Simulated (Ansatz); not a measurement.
# SiMo3: the cost of one run

Computed with Ansatz 0.2.0 (DFT PBEsol, scalar-relativistic, plane waves, PAW, unless a step's input says otherwise).

1 further run of the same task is left out (set aside as unsound or not needed). Runs told in other sessions of the task aren't counted.

### Step 1. The starting structure

The structure is cubic, space group Pm-3n (No. 223). Conventional cell: a = 4.862 Å, b = 4.862 Å, c = 4.862 Å, α = 90.00°, β = 90.00°, γ = 90.00°. Si (site symmetry m-3) has 12 Mo at 2.72 Å in its first shell of neighbours. Mo (site symmetry -4m2) is surrounded by 2 Mo at 2.43 Å and 4 Si at 2.72 Å.

Coordinates:

```
CELL_PARAMETERS angstrom
4.86159 0.00000 0.00000
0.00000 4.86159 0.00000
0.00000 0.00000 4.86159
ATOMIC_POSITIONS crystal
Si 0.00000 0.00000 0.00000
Si 0.50000 0.50000 0.50000
Mo 0.25000 0.00000 0.50000
Mo 0.50000 0.75000 0.00000
Mo 0.75000 0.00000 0.50000
Mo 0.50000 0.25000 0.00000
Mo 0.00000 0.50000 0.75000
Mo 0.00000 0.50000 0.25000
```

This cell was relaxed beforehand with the same method: volume 14.36 Å³/atom, gap on the mesh none (metal).

### Step 2. Zero of energy

The reference gives a free energy of -30630.7830 eV, pressure 0.03 GPa, largest force 0.000 eV/Å and gap on the mesh none (metal). It was computed beforehand with the settings of the runs below.

### Step 3. The scan: shifting one sublattice

Every Si atom is moved by x along the Cartesian unit vector (0.577, 0.577, 0.577); the cell and all other atoms stay fixed. Forces below are components along that vector, summed over the moved atoms.

### Step 4. At x = -0.200 Å

input.yaml reads:

```yaml
crystal:
  lattice:
    - [4.8615851671, 0.0, 0.0]
    - [0.0, 4.8615851671, 0.0]
    - [0.0, 0.0, 4.8615851671]
  atoms:
    - { symbol: Si, position: [-0.0237515234, -0.0237515234, -0.0237515234] }
    - { symbol: Si, position: [0.4762484766, 0.4762484766, 0.4762484766] }
    - { symbol: Mo, position: [0.25, 0.0, 0.5] }
    - { symbol: Mo, position: [0.5, 0.75, 0.0] }
    - { symbol: Mo, position: [0.75, 0.0, 0.5] }
    - { symbol: Mo, position: [0.5, 0.25, 0.0] }
    - { symbol: Mo, position: [0.0, 0.5, 0.75] }
    - { symbol: Mo, position: [0.0, 0.5, 0.25] }
basis:
  ecutwfc: 420
kpoints:
  mp_grid: { grid: [8, 8, 8] }
hamiltonian:
  xc: pbesol
scf:
  occupations: { method: gaussian, width: 0.15 }
output:
  forces: true
  stress: true
  eigenvalues: true
```

Started as:

```bash
ansatz run input.yaml --threads 2 --pin off --max-ram 5120MiB --backend cpu --events-out ev --progress --plain --runs-dir out
```

Q: Estimate wall time and peak memory on 2 threads of Intel Xeon Platinum 8488C (Sapphire Rapids), shared host.

About 17 s, with a peak of 0.63 GiB.
